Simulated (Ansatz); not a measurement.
# BeNa− (triplet): from Hartree-Fock to the top rungs at distance Be1–Na2 = 2.489 Å, aug-cc-pVTZ

Aim: climb from Hartree-Fock through coupled cluster for BeNa− (triplet) at one geometry and basis, and see what each rung misses.

Computed with Ansatz 0.2.0, Gaussian basis. Level: aug-cc-pVTZ, core rule «outside noble gas», up to 6 orbitals frozen.

To be run: UHF; CCSD(T) on ROHF; CCSD(T) on UHF; BCCD(T) on ROHF; CCSDT(Q) on ROHF; CCSDT(Q) on UHF; Full CI.

46 further runs of the same task are left out: 22 for a known fault of the program, 18 that didn't finish, 6 set aside as unsound or not needed.

## Step 1: The geometry

The geometry derives from a PBE0/def2-TZVPD stationary point (not a proven minimum). One bond is set to the value named and the two fragments are kept rigid.

2 atoms, charge -1, spin multiplicity 3.

Atoms are counted from 1 here; the program's logs count them from 0.

Bond lengths: Be1–Na2 2.489 Å.

## Step 2: UHF

Contents of in.yaml:

```yaml
crystal:
  periodic: [false, false, false]
  atoms:
    - {symbol: Be, position_ang: [0.000000, 0.000000, 0.000000]}
    - {symbol: Na, position_ang: [0.000000, 0.000000, 2.489000]}
basis:
  gaussian: {orbitals: aug-cc-pVTZ}
total_charge: -1
magnetization: {spin_polarized: true, initial_magnetization: 2}
hamiltonian: {xc: hf}
output: {orbitals: {seedname: orbitals}}
```

Run with:

```sh
$ ansatz run in.yaml --threads 1 --pin off --events-out ev --progress --plain --max-ram 2393MiB
```

The runs that follow: CCSD(T) on ROHF; CCSD(T) on UHF; BCCD(T) on ROHF; CCSDT(Q) on ROHF; CCSDT(Q) on UHF; Full CI.

Q: Predict the results of all the runs planned. Wanted: FCI from the RHF energy; RMP2 from FCI; UMP2 from FCI; RCCSD from FCI; RCCSD(T) from FCI; UCCSD(T) from FCI; RCCSDT(Q) from FCI; UCCSDT(Q) from FCI; T1 diagnostic.

**Answer**, as computed:

```
                         quantity                                                              value
          FCI from the ROHF energy                                                         -1.7700 eV
                    RMP2 from FCI                                                         +626.0 meV
                    UMP2 from FCI                                                         +737.2 meV
                   RCCSD from FCI                                                         +126.3 meV
                RCCSD(T) from FCI                                                          +40.9 meV
                UCCSD(T) from FCI                                                          +43.4 meV
               RCCSDT(Q) from FCI                                                           +1.1 meV
               UCCSDT(Q) from FCI                                                           +1.1 meV
levels within 1 kcal/mol (43 meV)  RCCSD(T), UCCSD(T), BCCD(T), RCCSDT, UCCSDT, RCCSDT(Q), UCCSDT(Q)
                    T1 diagnostic                                                              0.065
   effectively unpaired electrons                                                               2.14
```

RCCSD(T) misses by +40.9 meV, 2.3 % of the correlation energy. The occupations are near whole numbers, but T1 = 0.065 shows that the orbitals relax strongly. Coupled cluster took another determinant than the lowest Hartree-Fock one. These misses are within one basis, not against nature; the frozen cores of restricted and unrestricted runs differ, which can shift their rows.

Levels on UHF freeze UHF's core orbitals, full CI those of ROHF, so the U rows can settle a little off it for that reason alone.

The ROHF row is the lowest solution found; coupled cluster stands on another one, 0.07 eV higher.
